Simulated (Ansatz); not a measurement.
# TiSb2: the cost of one run

Method: DFT PBEsol, scalar-relativistic, plane waves, PAW, in Ansatz 0.2.0.

1 further run of the same task is left out (set aside as unsound or not needed).

## 1. The structure to begin with

The structure is tetragonal, space group I4/mcm (No. 140). Conventional cell: a = 6.635 Å, b = 6.635 Å, c = 5.714 Å, α = 90.00°, β = 90.00°, γ = 90.00°. Around Ti (site symmetry 422) lie 2 Ti at 2.86 Å and 8 Sb at 2.89 Å. Around Sb (site symmetry m2m) lie 1 Sb at 2.87 Å and 4 Ti at 2.89 Å.

Coordinates:

```cif
data_structure
_symmetry_space_group_name_H-M 'P 1'
_symmetry_Int_Tables_number 1
_cell_length_a 5.4931
_cell_length_b 5.4931
_cell_length_c 5.4931
_cell_angle_alpha 105.693
_cell_angle_beta 105.693
_cell_angle_gamma 117.324
_cell_volume 125.78
loop_
_atom_site_label
_atom_site_type_symbol
_atom_site_fract_x
_atom_site_fract_y
_atom_site_fract_z
_atom_site_occupancy
Ti1 Ti 0.25000 0.25000 0.00000 1
Ti2 Ti 0.75000 0.75000 0.00000 1
Sb1 Sb 0.65302 0.15302 0.80605 1
Sb2 Sb 0.15302 0.34698 0.50000 1
Sb3 Sb 0.34698 0.84698 0.19395 1
Sb4 Sb 0.84698 0.65302 0.50000 1
```

It is the result of an earlier relaxation at this level (volume 20.96 Å³/atom; gap on the mesh: none (metal)).

## 2. The cell scaled to 0.97 of its volume

File input.yaml:

```yaml
crystal:
  lattice:
    - [-3.2840580849, 3.2840580849, 2.8280409475]
    - [3.2840580849, -3.2840580849, 2.8280409475]
    - [3.2840580849, 3.2840580849, -2.8280409475]
  atoms:
    - { symbol: Ti, position: [0.25, 0.25, 0.0] }
    - { symbol: Ti, position: [0.75, 0.75, 0.0] }
    - { symbol: Sb, position: [0.6530229855, 0.1530229855, 0.8060459709] }
    - { symbol: Sb, position: [0.1530229855, 0.3469770145, 0.5] }
    - { symbol: Sb, position: [0.3469770145, 0.8469770145, 0.1939540291] }
    - { symbol: Sb, position: [0.8469770145, 0.6530229855, 0.5] }
basis:
  ecutwfc: 420
kpoints:
  mp_grid: { grid: [8, 8, 8] }
hamiltonian:
  xc: pbesol
scf:
  occupations: { method: gaussian, width: 0.1 }
output:
  forces: true
  stress: true
  eigenvalues: true
  write_density: true
  write_potential: true
  elf: true
  volumetric_format: npy
relax:
  adjacent_minimum: "off"
  f_tol: 0.01
  max_steps: 30
  cell: { stress_tol: 0.1, fix: [volume] }
```

On the command line:

```bash
ansatz run input.yaml --threads 2 --pin off --max-ram 5120MiB --backend cpu --events-out ev --progress --plain --runs-dir out
```

Q: Estimate wall time and peak memory on 2 threads of AMD EPYC (Zen 3), shared host.

About 75 s, with a peak of 0.65 GiB.
